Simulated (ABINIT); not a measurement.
# AlSn (P-6m2) in ABINIT: equation of state

How stiff is AlSn in PBEsol, and what volume does it want? The cell is scaled to several volumes.

Everything below comes from runs of ABINIT 10.8.3 (patched build). Logs are shortened: lines on timing, memory, paths and dates and some standing lists are left out, and cuts for length are marked. The log counts tension as positive stress, the text compression.

## 1. The structure

It takes space group P-6m2 (No. 187, hexagonal). The conventional cell has a = 4.198 Å, b = 4.198 Å, c = 3.307 Å, α = 90.00°, β = 90.00°, γ = 120.00°. Sn (site symmetry -6m2) has 6 Al at 2.93 Å and 2 Sn at 3.31 Å as nearest neighbours. Al (site symmetry -6m2) is surrounded by 6 Sn at 2.93 Å and 2 Al at 3.31 Å.

The cell comes from a database or a generator and needn't be the stable form of this composition.

## 2. Equation of state, PBEsol

run.abi reads:

```
ndtset 7
getwfk -1
scalecart1 3*0.9795861087
scalecart2 3*0.9864848297
scalecart3 3*0.9932883884
scalecart4 3*1.0000000000
scalecart5 3*1.0066227096
scalecart6 3*1.0131594038
scalecart7 3*1.0196128224

pp_dirpath "./"
pseudos "Sn.upf, Al.upf"

acell 3*1.0 Angstrom
rprim
     4.1981056157     0.0000000000     0.0000000000
    -2.0990528078     3.6356661109     0.0000000000
     0.0000000000     0.0000000000     3.3068470000
ntypat 2
znucl 50 13
natom 2
typat 1 2
xred
     0.3333333333     0.6666666667     0.5000000000
     0.0000000000     0.0000000000     0.0000000000

ecut 36.0

kptopt 1
ngkpt 7 7 8
nshiftk 1
shiftk 0.0 0.0 0.0

ixc -116133

nband 13
occopt 3
tsmear 0.05 eV

nstep 100
tolvrs 1.0e-10

iomode 3
prtwf 1
prtden 0
prteig 0
prtebands 0
enunit 2
```

Potentials or basis: PseudoDojo NC SR PBEsol v0.4.1 standard.

Launch:

```console
$ abinit run.abi > log 2>&1
```

run.abo:

```text
.Version 10.8.3 of ABINIT
 DATASET    1 : space group P-6 m 2 (#187); Bravais hP (primitive hexag.)
================================================================================
 Values of the parameters that define the memory need for DATASET  1.
     intxc =       0    ionmov =       0      iscf =       7    lmnmax =       6
     lnmax =       6     mgfft =      45  mpssoang =       3    mqgrid =    3001
     natom =       2  nloc_mem =       1    nspden =       1   nspinor =       1
    nsppol =       1      nsym =      12    n1xccc =    2501    ntypat =       2
    occopt =       3   xclevel =       2
       mpw =        3329          nfft =       72900          nkpt =          40
================================================================================
================================================================================
[... 61 lines left out ...]
 DATASET    7 : space group P-6 m 2 (#187); Bravais hP (primitive hexag.)
================================================================================
 Values of the parameters that define the memory need for DATASET  7.
     intxc =       0    ionmov =       0      iscf =       7    lmnmax =       6
     lnmax =       6     mgfft =      45  mpssoang =       3    mqgrid =    3001
     natom =       2  nloc_mem =       1    nspden =       1   nspinor =       1
    nsppol =       1      nsym =      12    n1xccc =    2501    ntypat =       2
    occopt =       3   xclevel =       2
       mpw =        3745          nfft =       72900          nkpt =          40
================================================================================
================================================================================

--------------------------------------------------------------------------------
------------- Echo of variables that govern the present computation ------------
--------------------------------------------------------------------------------
 -outvars: echo values of preprocessed input variables --------
            acell      1.8897261259E+00  1.8897261259E+00  1.8897261259E+00 Bohr
              amu      1.18710000E+02  2.69815390E+01
             ecut      3.60000000E+01 Hartree
           enunit           2
           getwfk          -1
              ixc     -116133
           jdtset        1    2    3    4    5    6    7
         kptrlatt        7    0    0      0    7    0      0    0    8
          kptrlen1     4.89717444E+01
          kptrlen2     4.93166272E+01
          kptrlen3     4.96567526E+01
          kptrlen4     4.99922814E+01
          kptrlen5     5.03233657E+01
          kptrlen6     5.06501500E+01
          kptrlen7     5.09727711E+01
            natom           2
            nband          13
           ndtset           7
            ngfft          45      45      36
             nkpt          40
            nstep         100
             nsym          12
           ntypat           2
           occopt           3
           prtden           0
        prtebands           0
           prteig           0
            rprim1     4.1124059440E+00  0.0000000000E+00  0.0000000000E+00
                      -2.0562029719E+00  3.5614480181E+00  0.0000000000E+00
                       0.0000000000E+00  0.0000000000E+00  3.2393413848E+00
            rprim2     4.1413675034E+00  0.0000000000E+00  0.0000000000E+00
                      -2.0706837516E+00  3.5865294643E+00  0.0000000000E+00
                       0.0000000000E+00  0.0000000000E+00  3.2621543996E+00
            rprim3     4.1699295614E+00  0.0000000000E+00  0.0000000000E+00
                      -2.0849647806E+00  3.6112649321E+00  0.0000000000E+00
                       0.0000000000E+00  0.0000000000E+00  3.2846527273E+00
            rprim4     4.1981056157E+00  0.0000000000E+00  0.0000000000E+00
                      -2.0990528078E+00  3.6356661109E+00  0.0000000000E+00
                       0.0000000000E+00  0.0000000000E+00  3.3068470000E+00
            rprim5     4.2259084501E+00  0.0000000000E+00  0.0000000000E+00
                      -2.1129542250E+00  3.6597440718E+00  0.0000000000E+00
                       0.0000000000E+00  0.0000000000E+00  3.3287472874E+00
            rprim6     4.2533501827E+00  0.0000000000E+00  0.0000000000E+00
                      -2.1266750913E+00  3.6835093093E+00  0.0000000000E+00
                       0.0000000000E+00  0.0000000000E+00  3.3503631350E+00
            rprim7     4.2804423156E+00  0.0000000000E+00  0.0000000000E+00
                      -2.1402211577E+00  3.7069717846E+00  0.0000000000E+00
                       0.0000000000E+00  0.0000000000E+00  3.3717036029E+00
          spgroup         187
           tolvrs      1.00000000E-10
           tsmear      1.83746611E-03 Hartree
            typat      1  2
           xangst1    -1.7296767252E-10  2.3742986789E+00  1.6196706924E+00
                      -2.0562031421E-10  1.1871494376E-10  0.0000000000E+00
           xangst2    -1.7418636683E-10  2.3910196430E+00  1.6310771998E+00
                      -2.0706862219E-10  1.1955085931E-10  0.0000000000E+00
           xangst3    -1.7538723845E-10  2.4075099548E+00  1.6423263637E+00
                      -2.0849649532E-10  1.2037550770E-10  0.0000000000E+00
           xangst4    -1.7657302873E-10  2.4237774074E+00  1.6534235000E+00
                      -2.0990553119E-10  1.2118874584E-10  0.0000000000E+00
           xangst5    -1.7774122050E-10  2.4398293813E+00  1.6643736437E+00
                      -2.1129543998E-10  1.2199147915E-10  0.0000000000E+00
           xangst6    -1.7889556605E-10  2.4556728730E+00  1.6751815675E+00
                      -2.1266752673E-10  1.2278365380E-10  0.0000000000E+00
           xangst7    -1.8003488994E-10  2.4713145232E+00  1.6858518015E+00
                      -2.1402181667E-10  1.2356601075E-10  3.7433429722E-16
            xcart1    -3.2686152970E-10  4.4867742441E+00  3.0607340228E+00
                      -3.8856607978E-10  2.2433873076E-10  0.0000000000E+00
            xcart2    -3.2916452818E-10  4.5183722869E+00  3.0822891979E+00
                      -3.9130298521E-10  2.2591838220E-10  0.0000000000E+00
            xcart3    -3.3143384665E-10  4.5495344600E+00  3.1035470367E+00
                      -3.9400127436E-10  2.2747674181E-10  0.0000000000E+00
            xcart4    -3.3367466552E-10  4.5802754901E+00  3.1245175851E+00
                      -3.9666396627E-10  2.2901353919E-10  0.0000000000E+00
            xcart5    -3.3588222802E-10  4.6106093246E+00  3.1452103577E+00
                      -3.9929051322E-10  2.3053048529E-10  0.0000000000E+00
            xcart6    -3.3806362497E-10  4.6405491848E+00  3.1656343737E+00
                      -4.0188338139E-10  2.3202747843E-10  0.0000000000E+00
            xcart7    -3.4021663510E-10  4.6701076199E+00  3.1857981936E+00
                      -4.0444261847E-10  2.3350591879E-10  7.0738930127E-16
             xred      3.3333333330E-01  6.6666666670E-01  5.0000000000E-01
                      -3.3333336091E-11  3.3333336091E-11  0.0000000000E+00
            znucl       50.00000   13.00000

================================================================================

 chkinp: Checking input parameters for consistency, jdtset=   1.

 chkinp: Checking input parameters for consistency, jdtset=   2.

 chkinp: Checking input parameters for consistency, jdtset=   3.

 chkinp: Checking input parameters for consistency, jdtset=   4.
[... 18 lines left out ...]
 Real(R)+Recip(G) space primitive vectors, cartesian coordinates (Bohr,Bohr^-1):
 R(1)=  7.7713210  0.0000000  0.0000000  G(1)=  0.1286783  0.0742924  0.0000000
 R(2)= -3.8856605  6.7301614  0.0000000  G(2)=  0.0000000  0.1485848  0.0000000
 R(3)=  0.0000000  0.0000000  6.1214680  G(3)=  0.0000000  0.0000000  0.1633595
 Unit cell volume ucvol=  3.2016652E+02 bohr^3
 Angles (23,13,12)=  9.00000000E+01  9.00000000E+01  1.20000000E+02 degrees

 getcut: wavevector=  0.0000  0.0000  0.0000  ngfft=  45  45  36
         ecut(hartree)=     36.000   => boxcut(ratio)=   2.09624

--- Pseudopotential description ------------------------------------------------
- pspini: atom type   1  psp file is ./Sn.upf
12 -116133 2 -1 1628                          pspcod,pspxc,lmax,lloc,mmax
     nproj     2     2     2

- pspini: atom type   2  psp file is ./Al.upf
12 -116133 2 -1 1876                          pspcod,pspxc,lmax,lloc,mmax
     nproj     2     2     2

   5.63226166E+02                                ecore*ucvol(ha*bohr**3)
--------------------------------------------------------------------------------

================================================================================

--- !BeginCycle
iteration_state: {dtset: 1, }
solver: {iscf: 7, nstep: 100, nline: 4, wfoptalg: 0, }
tolerances: {tolvrs: 1.00E-10, }
...

     iter   Etot(hartree)      deltaE(h)  residm     vres2
 ETOT  1  -80.725247652713    -8.073E+01 6.039E-01 3.275E+00
 ETOT  2  -80.936336858073    -2.111E-01 4.688E-03 8.238E-01
 ETOT  3  -80.936463482764    -1.266E-04 9.615E-04 9.068E-02
 ETOT  4  -80.936484089504    -2.061E-05 8.649E-04 1.870E-03
 ETOT  5  -80.936484286580    -1.971E-07 1.706E-04 1.742E-04
 ETOT  6  -80.936484312875    -2.630E-08 1.405E-04 3.115E-06
 ETOT  7  -80.936484313047    -1.719E-10 2.575E-05 1.762E-08
 ETOT  8  -80.936484313049    -1.847E-12 2.072E-05 3.994E-11
[... 1032 lines left out ...]
 Cartesian components of stress tensor (hartree/bohr^3)
  sigma(1 1)=  1.35530790E-04  sigma(3 2)=  0.00000000E+00
  sigma(2 2)=  1.35530790E-04  sigma(3 1)=  0.00000000E+00
  sigma(3 3)=  1.55025807E-04  sigma(2 1)= -6.12876925E-14

-Cartesian components of stress tensor (GPa)         [Pressure= -4.1786E+00 GPa]
- sigma(1 1)=  3.98745351E+00  sigma(3 2)=  0.00000000E+00
- sigma(2 2)=  3.98745352E+00  sigma(3 1)=  0.00000000E+00
- sigma(3 3)=  4.56101672E+00  sigma(2 1)= -1.80314617E-09

== END DATASET(S) ==============================================================
================================================================================

 -outvars: echo values of variables after computation  --------
            acell      1.8897261259E+00  1.8897261259E+00  1.8897261259E+00 Bohr
           etotal1    -8.0936484313E+01
           etotal2    -8.0936722535E+01
           etotal3    -8.0936679364E+01
           etotal4    -8.0936384389E+01
           etotal5    -8.0935865466E+01
           etotal6    -8.0935149592E+01
           etotal7    -8.0934262989E+01
            fcart1    -8.6621220496E-30  5.0010784973E-30 -0.0000000000E+00
                       8.6621220496E-30 -5.0010784973E-30 -0.0000000000E+00
            fcart2     8.6015457878E-30 -4.9661047762E-30 -0.0000000000E+00
                      -8.6015457878E-30  4.9661047762E-30 -0.0000000000E+00
            fcart3    -1.7478219427E-26  1.0091054692E-26 -0.0000000000E+00
                       1.7478219427E-26 -1.0091054692E-26 -0.0000000000E+00
            fcart4    -1.7369397702E-26  1.0028226439E-26 -0.0000000000E+00
                       1.7369397702E-26 -1.0028226439E-26 -0.0000000000E+00
            fcart5     8.4294685096E-30  3.9863597685E-26 -0.0000000000E+00
                      -8.4294685096E-30 -3.9863597685E-26 -0.0000000000E+00
            fcart6    -8.3750833283E-30  3.9616076740E-26 -0.0000000000E+00
                       8.3750833283E-30 -3.9616076740E-26 -0.0000000000E+00
            fcart7     1.7068575931E-26 -9.8545469088E-27 -0.0000000000E+00
                      -1.7068575931E-26  9.8545469088E-27 -0.0000000000E+00
            rprim1     4.1124059440E+00  0.0000000000E+00  0.0000000000E+00
[... 30 lines left out ...]
           strten6     1.1473808283E-04  1.1473808300E-04  1.2636829766E-04
                       0.0000000000E+00  0.0000000000E+00 -6.3309288871E-14
           strten7     1.3553079022E-04  1.3553079038E-04  1.5502580742E-04
                       0.0000000000E+00  0.0000000000E+00 -6.1287692462E-14
           xangst1    -1.7296767252E-10  2.3742986789E+00  1.6196706924E+00
                      -2.0562031421E-10  1.1871494376E-10  0.0000000000E+00
           xangst2    -1.7418636683E-10  2.3910196430E+00  1.6310771998E+00
                      -2.0706862219E-10  1.1955085931E-10  0.0000000000E+00
           xangst3    -1.7538723845E-10  2.4075099548E+00  1.6423263637E+00
                      -2.0849649532E-10  1.2037550770E-10  0.0000000000E+00
           xangst4    -1.7657302873E-10  2.4237774074E+00  1.6534235000E+00
                      -2.0990553119E-10  1.2118874584E-10  0.0000000000E+00
           xangst5    -1.7774122050E-10  2.4398293813E+00  1.6643736437E+00
                      -2.1129543998E-10  1.2199147915E-10  0.0000000000E+00
           xangst6    -1.7889556605E-10  2.4556728730E+00  1.6751815675E+00
                      -2.1266752673E-10  1.2278365380E-10  0.0000000000E+00
           xangst7    -1.8003488994E-10  2.4713145232E+00  1.6858518015E+00
                      -2.1402181667E-10  1.2356601075E-10  3.7433429722E-16
             xred      3.3333333330E-01  6.6666666670E-01  5.0000000000E-01
                      -3.3333336091E-11  3.3333336091E-11  0.0000000000E+00
 Calculation completed.
```

It took 5.6 min on 1 thread of Arm Neoverse V1, shared host; peak memory 0.13 GiB.

What came out:

* Equilibrium volume: 24.39 Å³/atom
* Bulk modulus at fixed shape and positions: 57 GPa
* Pressure derivative of the bulk modulus: 4.9

Energy against volume, from the lowest point:
```csv
volume (Å³/atom),energy (meV/atom)
23.722,3.24
24.227,0.00
24.731,0.59
25.236,4.60
25.741,11.66
26.245,21.40
26.750,33.46
```

Caveat: pressures at fixed basis lie under the slope of the energies; the cell was scaled at fixed shape and fractional positions, which overstates the stiffness of a crystal with free parameters, most of all of layers and chains.
